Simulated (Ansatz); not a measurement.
# C₂H₇ClO₂Sn: up Jacob's ladder to CCSD(T)

How much do the methods differ for C₂H₇ClO₂Sn? The plan is to run it at one geometry with functionals of several rungs and with coupled cluster, and see how far each lands from CCSD(T) at the basis-set limit for the atomisation energy.

Program: Ansatz 0.2.0, Gaussian basis. Level of theory: functionals in def2-TZVPP, the program's frozen cores in correlated methods. These are calculated values, not measurements.

Levels to be run: PBE-D4, r2SCAN-D4, PBE0-D4, B3LYP-D4, ωB97X-V, ωB97M-V, B2PLYP; CCSD(T)/def2-TZVPP; MP2/def2-QZVPP; extrapolation to the limit.

### 1 The relaxed structure

All runs share one geometry, relaxed beforehand with PBE0-D4 in a triple-zeta def2 set. Sn takes the def2 core potential; no spin-orbit term is included.

13 atoms, charge 0, spin multiplicity 1.

Atoms are counted from 1 here; the program's logs count them from 0.

Bond lengths: C1–O2 1.410 Å, C1–H7 1.097 Å, C1–H8 1.096 Å, C1–H9 1.093 Å, O2–Sn3 1.946 Å, Sn3–Cl4 2.327 Å, Sn3–O5 1.936 Å, Sn3–H10 1.692 Å, O5–C6 1.413 Å, C6–H11 1.096 Å, C6–H12 1.096 Å, C6–H13 1.093 Å. Angles: O2–C1–H7 112.0°, O2–C1–H8 112.5°, O2–C1–H9 107.7°, H7–C1–H8 108.3°, H7–C1–H9 108.0°, H8–C1–H9 108.2°, C1–O2–Sn3 122.7°, O2–Sn3–Cl4 105.7°, O2–Sn3–O5 104.9°, O2–Sn3–H10 115.7°, Cl4–Sn3–O5 109.2°, Cl4–Sn3–H10 111.7°, O5–Sn3–H10 109.3°, Sn3–O5–C6 120.3°, O5–C6–H11 111.9°, O5–C6–H12 112.1°, O5–C6–H13 107.5°, H11–C6–H12 108.6° and more.

### 2 PBE-D4 (GGA)

Contents of in.yaml:

```yaml
crystal:
  periodic: [false, false, false]
  atoms:
    - {symbol: C, position_ang: [0.561715, -1.441959, -1.799061]}
    - {symbol: O, position_ang: [0.722806, -0.995650, -0.471282]}
    - {symbol: Sn, position_ang: [0.866767, 0.888066, -0.006258]}
    - {symbol: Cl, position_ang: [-0.522911, 2.013416, -1.494581]}
    - {symbol: O, position_ang: [0.126565, 1.019857, 1.777701]}
    - {symbol: C, position_ang: [-1.171413, 0.530474, 2.048819]}
    - {symbol: H, position_ang: [1.485829, -1.339484, -2.381592]}
    - {symbol: H, position_ang: [-0.238412, -0.910625, -2.326387]}
    - {symbol: H, position_ang: [0.300490, -2.502739, -1.763114]}
    - {symbol: H, position_ang: [2.433495, 1.526484, -0.009200]}
    - {symbol: H, position_ang: [-1.940110, 1.081266, 1.494189]}
    - {symbol: H, position_ang: [-1.266694, -0.535334, 1.813920]}
    - {symbol: H, position_ang: [-1.358108, 0.666227, 3.116835]}
basis:
  gaussian: {orbitals: def2-TZVPP}
hamiltonian: {xc: pbe, dispersion: d4}
output: {forces: true, orbitals: {seedname: orbitals}}
```

The run is started by

```sh
> ansatz run in.yaml --threads 2 --pin off --events-out ev --progress --plain --max-ram 32768MiB --backend cuda --devices 0, --max-vram 18GiB
```

Further steps of the session: r2SCAN-D4 (meta-GGA); PBE0-D4 (hybrid); B3LYP-D4 (hybrid); ωB97X-V (range-separated); ωB97M-V (range-separated); B2PLYP (double hybrid); CCSD(T) in def2-TZVPP; MP2 in def2-QZVPP.

Before running them: what should the planned runs give, taken together? Wanted: atomisation energy, CCSD(T)/CBS; farthest; mean size of error, hybrid; mean size of error, range-separated; gap, smallest and largest; T1 diagnostic; triples share of the correlation energy.

**Answer**, as computed:

| quantity | value |
| --- | --- |
| atomisation energy, CCSD(T)/CBS | 47.376 eV |
| functionals within 0.474 eV (1.0 %) | r2SCAN-D4, ωB97X-V, ωB97M-V |
| farthest | B2PLYP (-0.994 eV) |
| mean size of error, hybrid | 0.533 eV |
| mean size of error, range-separated | 0.198 eV |
| gap, smallest and largest | 4.29 eV (PBE-D4), 11.52 eV (ωB97X-V) |
| T1 diagnostic | 0.0134 |
| triples share of the correlation energy | 3.6 % |

In words: PBE-D4 is off by +0.543 eV. Double hybrids carry the basis error of their MP2 part in triple zeta, and no dispersion term here, so their miss is partly the set-up's. Misses under about 0.474 eV are within the doubt on the reference itself, which lacks core-valence correlation, spin-orbit coupling and higher excitations, and its outer-core shells are covered unevenly. All levels share the lack of spin-orbit coupling, which lowers the free heavy atoms and so the true binding. Hartree-Fock recovers 70 % of the binding; the rest is correlation. The gap grows from 4.3 to 11.5 eV across the functionals, mostly with the share of exact exchange. Correlated methods include outer-core shells of Sn, which these sets cover unevenly.
